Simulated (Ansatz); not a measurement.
# CH₃Cl₃SSiZn: up Jacob's ladder to CCSD(T)

Aim: compute CH₃Cl₃SSiZn with functionals from several rungs and with coupled cluster, and see how far each lands from CCSD(T) at the basis-set limit for the atomisation energy.

Program: Ansatz 0.2.0, Gaussian basis. Level of theory: functionals in def2-TZVPP, the program's frozen cores in correlated methods. These are calculated values, not measurements.

Plan: LDA (SPW92), PBE-D4, revPBE-D4, BLYP-D4, r2SCAN-D4, B97M-V, PBE0-D4, B3LYP-D4, r2SCANh-D4, r2SCAN0-D4, HSE06-D4, BHLYP-D4, CAM-B3LYP-D4, LC-ωPBE, ωB97X-V, ωB97M-V, B2PLYP, PBE-QIDH; CCSD(T)/def2-SVP; CCSD(T)/def2-TZVPP; MP2/def2-QZVPP; extrapolation to the limit; RPA on PBE.

## 1. Structure used throughout

All runs share one geometry, relaxed beforehand with PBE0-D4 in a triple-zeta def2 set.

10 atoms, charge 0, spin multiplicity 1.

Atoms are counted from 1 here; the program's logs count them from 0.

Bond lengths: C1–Zn2 1.932 Å, C1–H8 1.091 Å, C1–H9 1.092 Å, C1–H10 1.092 Å, Zn2–S3 2.218 Å, S3–Si4 2.070 Å, Si4–Cl5 2.034 Å, Si4–Cl6 2.034 Å, Si4–Cl7 2.077 Å. Angles: Zn2–C1–H8 111.0°, Zn2–C1–H9 109.8°, Zn2–C1–H10 109.9°, H8–C1–H9 108.8°, H8–C1–H10 108.7°, H9–C1–H10 108.5°, C1–Zn2–S3 171.2°, Zn2–S3–Si4 93.1°, S3–Si4–Cl5 113.2°, S3–Si4–Cl6 113.2°, S3–Si4–Cl7 109.8°, Cl5–Si4–Cl6 107.3°, Cl5–Si4–Cl7 106.5°, Cl6–Si4–Cl7 106.5°.

Geometry (Å):

| atom | x (Å) | y (Å) | z (Å) |
| --- | --- | --- | --- |
| C1 | 0.24382 | -1.87763 | 1.63495 |
| Zn2 | -0.58684 | -0.65958 | 0.38590 |
| S3 | -1.82685 | 0.56480 | -0.98587 |
| Si4 | -0.23228 | 1.76364 | -1.53683 |
| Cl5 | 0.18914 | 1.67077 | -3.52492 |
| Cl6 | -0.50622 | 3.72420 | -1.06824 |
| Cl7 | 1.48414 | 1.15240 | -0.53969 |
| H8 | -0.48411 | -2.58499 | 2.03520 |
| H9 | 0.68109 | -1.31745 | 2.46360 |
| H10 | 1.03809 | -2.43616 | 1.13589 |

## 2. LDA

This LDA is Slater exchange with PW92 correlation.

Input file in.yaml:

```yaml
crystal:
  periodic: [false, false, false]
  atoms:
    - {symbol: C, position_ang: [0.243823, -1.877629, 1.634951]}
    - {symbol: Zn, position_ang: [-0.586845, -0.659582, 0.385905]}
    - {symbol: S, position_ang: [-1.826849, 0.564797, -0.985866]}
    - {symbol: Si, position_ang: [-0.232277, 1.763640, -1.536832]}
    - {symbol: Cl, position_ang: [0.189143, 1.670775, -3.524918]}
    - {symbol: Cl, position_ang: [-0.506224, 3.724197, -1.068241]}
    - {symbol: Cl, position_ang: [1.484137, 1.152396, -0.539688]}
    - {symbol: H, position_ang: [-0.484113, -2.584989, 2.035197]}
    - {symbol: H, position_ang: [0.681091, -1.317448, 2.463604]}
    - {symbol: H, position_ang: [1.038093, -2.436157, 1.135887]}
basis:
  gaussian: {orbitals: def2-TZVPP}
hamiltonian: {xc: lda}
output: {orbitals: {seedname: orbitals}}
```

On the command line:

```bash
> ansatz run in.yaml --threads 2 --pin off --events-out ev --progress --plain --max-ram 20480MiB --backend cuda --devices 0, --max-vram 18GiB
```

The runs that follow: PBE-D4 (GGA); revPBE-D4 (GGA); BLYP-D4 (GGA); r2SCAN-D4 (meta-GGA); B97M-V (meta-GGA); PBE0-D4 (hybrid); B3LYP-D4 (hybrid); r2SCANh-D4 (hybrid); r2SCAN0-D4 (hybrid); HSE06-D4 (hybrid); BHLYP-D4 (hybrid); CAM-B3LYP-D4 (range-separated); LC-ωPBE (range-separated); ωB97X-V (range-separated); ωB97M-V (range-separated); B2PLYP (double hybrid); PBE-QIDH (double hybrid); CCSD(T) in def2-SVP; CCSD(T) in def2-TZVPP; MP2 in def2-QZVPP; RPA on PBE orbitals.

Before running them: what should the planned runs give, taken together? Wanted: atomisation energy, CCSD(T)/CBS; farthest beyond LDA; mean size of error, GGA; mean size of error, meta-GGA; mean size of error, hybrid; mean size of error, range-separated; mean size of error, double hybrid; gap, smallest and largest; T1 diagnostic.

The runs gave:

| quantity | value |
| --- | --- |
| atomisation energy, CCSD(T)/CBS | 780.7 kcal/mol |
| functionals within 3.9 kcal/mol (0.5 %) | r2SCAN0-D4, PBE-QIDH |
| farthest beyond LDA | BHLYP-D4 (-29.9 kcal/mol) |
| mean size of error, GGA | 14.4 kcal/mol |
| mean size of error, meta-GGA | 9.4 kcal/mol |
| mean size of error, hybrid | 10.4 kcal/mol |
| mean size of error, range-separated | 6.9 kcal/mol |
| mean size of error, double hybrid | 12.5 kcal/mol |
| gap, smallest and largest | 5.00 eV (BLYP-D4), 11.91 eV (LC-ωPBE) |
| T1 diagnostic | 0.0119 |
| triples share of the correlation energy | 4.1 % |

What this shows: LDA overbinds by 113.2 kcal/mol (15 %). PBE-D4 misses by +11.9 kcal/mol. Double hybrids carry the basis error of their MP2 part in triple zeta, and no dispersion term here, so their miss is partly the set-up's. Taken by rung, range-separated functionals do best (6.9 kcal/mol on average) and GGA ones worst beyond LDA (14.4 kcal/mol). Misses under about 3.9 kcal/mol are within the doubt on the reference itself, which lacks core-valence correlation, relativity and higher excitations. Hartree-Fock recovers 73 % of the binding; the rest is correlation. CCSD(T) in def2-SVP is off by -67.1 kcal/mol, which most functionals beat. Orbital gaps span 5.0 to 11.9 eV; exact exchange widens them. For Zn the d shell is correlated and the shells below it are frozen.
